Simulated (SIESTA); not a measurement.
Ba2Tl5V3O12:

```xyz
22
Lattice="8.1542 0.0000 0.0000 -4.0771 7.0618 0.0000 0.0000 0.0000 6.9213" Properties=species:S:1:pos:R:3 pbc="T T T"
Ba    0.0000    0.0000    1.6301
Ba    0.0000    0.0000    5.2912
V     4.0771    0.0000    0.0000
V    -2.0386    3.5309    0.0000
V     2.0386    3.5309    0.0000
Tl    4.0771    0.0000    3.4606
Tl   -2.0386    3.5309    3.4606
Tl    2.0386    3.5309    3.4606
Tl    0.0000    4.7079    1.5565
Tl    4.0771    2.3539    5.3648
O     1.3636    2.4246    5.6370
O     1.2955    7.0304    5.6370
O    -2.6592    4.6685    5.6370
O     1.4179    2.3932    1.2843
O     5.4407    4.6372    1.2843
O     5.3726    0.0314    1.2843
O     2.7135    4.6372    1.2843
O     2.7816    0.0314    1.2843
O     6.7363    2.3932    1.2843
O     2.6592    4.6685    5.6370
O    -1.3636    2.4246    5.6370
O    -1.2955    7.0304    5.6370
```

The cell was built by a generator and needn't be a form met in nature.

Base run:

| Quantity | Value |
| --- | --- |
| Program | SIESTA 5.4.2 |
| Functional | PBE |
| Potentials or basis | PseudoDojo 0.4 standard (PBE files) |
| Basis | DZP (energy shift 0.003 Ry; two zetas on semicore shells; d shell added on Ba) |
| Grid cutoff | 800 Ry |
| Energy shift | 0.003 Ry |
| k mesh | 4 × 4 × 4 |
| Occupations | fermi-dirac, width 0.05 eV |
| Spin | collinear spin, ferromagnetic start |
| Starting moments | [0.0, 0.0, 2.0, 2.0, 2.0, 0.0, 0.0, 0.0, 0.0, 0.0, 0.0, 0.0, 0.0, 0.0, 0.0, 0.0, 0.0, 0.0, 0.0, 0.0, 0.0, 0.0] μB |

Its results: band gap on the k mesh none (metal or under the smearing width); pressure 1.6 GPa; net moment 0.00 μB per cell; largest force 0.225 eV/Å.

The run is repeated on the same cell with these changes: hubbard terms from none to V d U = 6 eV. What comes out?

Band gap on the k mesh none (metal or under the smearing width); pressure 5.4 GPa; net moment 1.04 μB per cell; site moments Ba +0.01; V +1.26; Tl -0.04, -0.02; O -0.22 μB; largest force 1.304 eV/Å.

Caveats: this set's barium file shifts pressures by up to 1 GPa against other sets; the basis of atomic orbitals isn't converged, which shifts pressures, moduli and gaps; semilocal functionals often make such compounds metallic where correlation or magnetic order opens a gap, which also shifts bond lengths (some runs); forces of over 1 eV/Å show positions far from the minimum, so gaps and moduli don't describe the material at rest (some runs).

Not every run made on this cell is shown here.
